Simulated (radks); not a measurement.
**Valence configurations of Sb³⁺**

One table from this session's results is given with a row withheld; the runs are named, their logs left out.

The numbers are computed with radks (a radial shooting solver on a logarithmic mesh, Libxc functionals) version 1 (scalar-relativistic Kohn-Sham, r2SCAN, spin-polarised, spherical densities, finite nucleus; open shells are filled with parallel spins first), except any that are marked as measured or tabulated.

### Starting point

- element: antimony (Z = 51)
- charge: +3
- electrons: 48
- configuration: [Kr] 4d10 5s2
- nuclear rms radius: 4.6802 fm
- others tried: 4d10 5p2; 4d9 5s2 5p1; 4d9.5 5s2 5p0.5; 4d8 5s2 5p2; 4d8.5 5s1.5 5p2; 4d10 5s1 5p1; 4d8 5s1 5p3; 4d9 5s1.5 5p1.5; 4d8.5 5s2 5p1.5

Outer shells as boxes (Hund's rule):

Sb³⁺
```
[Kr] core
4d [↑↓][↑↓][↑↓][↑↓][↑↓]
5s [↑↓]
```

Set-up of the first run:

Settings of this run:

```text
Z 51
configuration [Kr] 4d10 5s2
relativity scalar-relativistic
functional r2scan,r2scan
spin polarised
nucleus finite rms 4.6802 fm
c 137.035999084
```

Steps of the session up to this table: [Kr] 4d10 5s2.

One of the session's tables, all rows but one given; the rest of the session is left out.

It belongs to the step «[Kr] 4d10 5s2». From the orbitals of this run (lengths in bohr):

```
level     <r>  outermost maximum (interpolated)  90 % within  nodes
   2p  0.1071                            0.0831        0.174      0
   3s  0.3298                             0.299        0.485      2
   3p  0.3282                             0.293        0.493      1
   3d  0.3054                             0.245        0.480      0
   4s  0.7923                             0.724         1.14      3
   4p  0.8527                             0.763         1.25      2
   4d       ?                                 ?            ?      ?
   5s   2.023                              1.82         2.91      4
```

Q: Estimate the row for 4d from the others.

**Answer.** <r>: 1.019; outermost maximum (interpolated): 0.845; 90 % within: 1.56; nodes: 1. In the column «<r>» it lies between 4p (0.8527) and 5s (2.023).
